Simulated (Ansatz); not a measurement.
# C2H5BSe, SMILES CB1C[Se]1: a rigid torsion scan

With Ansatz's Python interface.

The cells in order, each with its output:

In [1]:
```python
import warnings

import ansatz
from ase import Atoms
```

In [2]:
```python
warnings.simplefilter("ignore", ansatz.DeckWarning)
```

In [3]:
```python
atoms = Atoms(["C", "B", "C", "Se", "H", "H", "H", "H", "H"], positions=[
    (-0.2254, 1.1956, -0.7189),
    (0.0319, -0.259, -0.3152),
    (0.3955, -1.1864, 0.8716),
    (-0.6424, -2.2296, -0.1063),
    (-0.5483, 1.268, -1.822),
    (-1.115, 1.6428, -0.1204),
    (0.6534, 1.8674, -0.5553),
    (0.05, -0.8376, 1.8514),
    (1.4888, -1.5076, 0.8981),
])
```

In [4]:
```python
first = (
    ansatz.Crystal.molecule_from_ase(atoms).calculation()
    .basis(gaussian="def2-SVP")
    .functional("hf")
    .relax(force_tolerance=0.02, max_steps=80)
)
atoms.positions = first.run(threads=1, pin="off").report["positions_ang"]
```

In [5]:
```python
start = atoms.get_dihedral(2, 1, 0, 4)
energies = {}
for turn in range(0, 121, 15):
    turned = atoms.copy()
    turned.set_dihedral(2, 1, 0, 4, start + turn, indices=[0, 4, 5, 6])
    setup = (
        ansatz.Crystal.molecule_from_ase(turned).calculation()
        .basis(gaussian="def2-SVP")
        .functional("hf")
    )
    energies[round((start + turn) % 360)] = setup.run(threads=1, pin="off").report["free_energy_ev"]
floor = min(energies.values())
print("dihedral C2-B1-C0-H4 (deg)   E - E(min) (kJ/mol)")
for angle, e in sorted(energies.items()):
    print(f"{angle:8d} {96.485332 * (e - floor):14.3f}  " + "#" * int(30 * (e - floor) / max(max(energies.values()) - floor, 1e-9)))
```
```text
dihedral C2-B1-C0-H4 (deg)   E - E(min) (kJ/mol)
     178          0.000
     193          0.318  ##
     208          1.226  ##########
     223          2.357  ###################
     238          3.267  ##########################
     253          3.642  ##############################
     268          3.438  ############################
     283          2.862  #######################
     298          2.226  ##################
```

The scan is rigid and the energies are electronic, in a modest basis. With rigid groups the curve can differ much from the relaxed path, the start wasn't checked as a minimum of this torsion, and equivalent turns needn't return to the same energy. Wall time of the script: 36 s on 1 thread of Arm Neoverse V2, on a shared host, peak memory 0.28 GiB.
